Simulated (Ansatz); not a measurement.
# C2H7BrInN: the cost of one run

Method: the settings change from run to run; program: Ansatz 0.2.0, Gaussian basis.

## 1. The relaxed structure

The structure was relaxed beforehand with PBE0-D4 in a triple-zeta def2 set. In takes a core potential in def2 sets; no spin-orbit term is included.

SMILES `C[N](C)[InH][Br]`, 12 atoms, charge 0, spin multiplicity 1.

Atoms are counted from 1 here; the program's logs count them from 0.

Bond lengths: C1–N2 1.440 Å, C1–H6 1.093 Å, C1–H7 1.101 Å, C1–H8 1.101 Å, N2–C3 1.439 Å, N2–In4 1.997 Å, C3–H9 1.091 Å, C3–H10 1.100 Å, C3–H11 1.100 Å, In4–Br5 2.478 Å, In4–H12 1.696 Å. Angles: N2–C1–H6 111.4°, N2–C1–H7 111.6°, N2–C1–H8 111.6°, H6–C1–H7 107.5°, H6–C1–H8 107.5°, H7–C1–H8 107.0°, C1–N2–C3 113.2°, C1–N2–In4 122.8°, C3–N2–In4 124.0°, N2–C3–H9 111.0°, N2–C3–H10 111.4°, N2–C3–H11 111.4°, H9–C3–H10 107.9°, H9–C3–H11 107.9°, H10–C3–H11 107.2°, N2–In4–Br5 110.7°, N2–In4–H12 128.0°, Br5–In4–H12 121.3°.

Coordinates:

```mol
C2H7BrInN
  3D, bonds by distance, orders not assigned

 12 11  0  0  0  0  0  0  0  0999 V2000
   -0.5169   -0.6730    1.2523 C   0  0
   -0.0427   -0.0405    0.0491 N   0  0
    1.1888    0.6808    0.2347 C   0  0
   -1.0119   -0.1640   -1.6930 In  0  0
    0.1970    1.0849   -3.4588 Br  0  0
   -1.4521   -1.2117    1.0777 H   0  0
   -0.7025    0.0618    2.0503 H   0  0
    0.2135   -1.3969    1.6443 H   0  0
    1.5146    1.1449   -0.6980 H   0  0
    1.9948    0.0164    0.5806 H   0  0
    1.0786    1.4762    0.9869 H   0  0
   -2.4611   -0.9790   -2.0260 H   0  0
  1  2  8  0
  2  3  8  0
  2  4  8  0
  4  5  8  0
  1  6  8  0
  1  7  8  0
  1  8  8  0
  3  9  8  0
  3 10  8  0
  3 11  8  0
  4 12  8  0
M  END
```

## 2. wB97M-V/def2-SVP

Options: high accuracy, the search for lower states set to off.

The input, in.yaml:

```yaml
crystal:
  periodic: [false, false, false]
  atoms:
    - {symbol: C, position_ang: [-0.516948, -0.673005, 1.252256]}
    - {symbol: N, position_ang: [-0.042743, -0.040485, 0.049063]}
    - {symbol: C, position_ang: [1.188797, 0.680804, 0.234664]}
    - {symbol: In, position_ang: [-1.011900, -0.164030, -1.692963]}
    - {symbol: Br, position_ang: [0.197023, 1.084905, -3.458815]}
    - {symbol: H, position_ang: [-1.452066, -1.211679, 1.077729]}
    - {symbol: H, position_ang: [-0.702515, 0.061812, 2.050251]}
    - {symbol: H, position_ang: [0.213471, -1.396872, 1.644290]}
    - {symbol: H, position_ang: [1.514627, 1.144921, -0.697967]}
    - {symbol: H, position_ang: [1.994793, 0.016414, 0.580552]}
    - {symbol: H, position_ang: [1.078559, 1.476202, 0.986921]}
    - {symbol: H, position_ang: [-2.461100, -0.978967, -2.025972]}
basis:
  gaussian: {orbitals: def2-SVP}
hamiltonian: {xc: {name: wB97M-V}}
accuracy: high
scf: {lower_state_search: off}
output: {forces: true}
```

Command:

```console
$ ansatz run in.yaml --threads 2 --pin off --events-out ev --progress --plain --max-ram 32768MiB --backend cpu
```

What time and memory should one allow on 2 threads of AMD EPYC 7R13, shared host?

About 44 s, with a peak of 0.86 GiB.
